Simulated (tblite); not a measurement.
# C6H11ClSi: the cost of one run

The runs use tblite 0.8.0 and PySCF 2.14.0, with density-fitted response routines of our own; the level of theory stands in each step. All values are computed, except where a source is named. Atoms count from 0, in the outputs and in this text.

### 1 The starting structure

19 atoms, charge 0, multiplicity 1; geometry from: force field or distance geometry start.

Bonds of the start (Å): Cl0–Si1 2.08, Si1–C2 1.82, C2–C3 1.35, C3–C4 1.51, C4–C5 1.52, C5–C6 1.52, C6–C7 1.49, C7–C5 1.49, Si1–H8 1.49, Si1–H9 1.45, C2–H10 1.10, C3–H11 1.09, C4–H12 1.12, C4–H13 1.09, C5–H14 1.09, C6–H15 1.13, C6–H16 1.12, C7–H17 1.11, C7–H18 1.11.

### 2 Optimising the geometry with GFN2-xTB

Job settings and geometry (Å):

```
{"job": {"kind": "relax", "xc": "GFN2-xTB", "basis": "xTB"}, "charge": 0, "multiplicity": 1}
Cl     3.257100     2.259100     0.587700
Si     3.350200     0.187800     0.466600
C      1.869300    -0.543500    -0.308200
C      0.692100     0.121800    -0.352700
C     -0.517300    -0.508300    -0.991000
C     -1.575000    -0.611400     0.095900
C     -1.927100     0.746300     0.673300
C     -2.929900    -0.017200    -0.113800
H      3.394100    -0.314000     1.872500
H      4.585100    -0.276300    -0.144500
H      1.973400    -1.538900    -0.755300
H      0.643400     1.099300     0.116200
H     -0.932800     0.190900    -1.765800
H     -0.279200    -1.451700    -1.488600
H     -1.382000    -1.412700     0.807400
H     -1.943700     0.732500     1.804200
H     -1.437400     1.631100     0.196200
H     -3.723400    -0.538900     0.469400
H     -3.126700     0.253300    -1.176900
```

Run with:

```bash
$ OMP_NUM_THREADS=1 python probes_run.py task.json out
```

One launch serves the whole session: the jobs run in the order shown.

Q: Estimate the wall time and peak memory of this first job on 1 thread of Intel Xeon at 2.70GHz, shared host.

About 2 s, with a peak of 0.18 GiB.
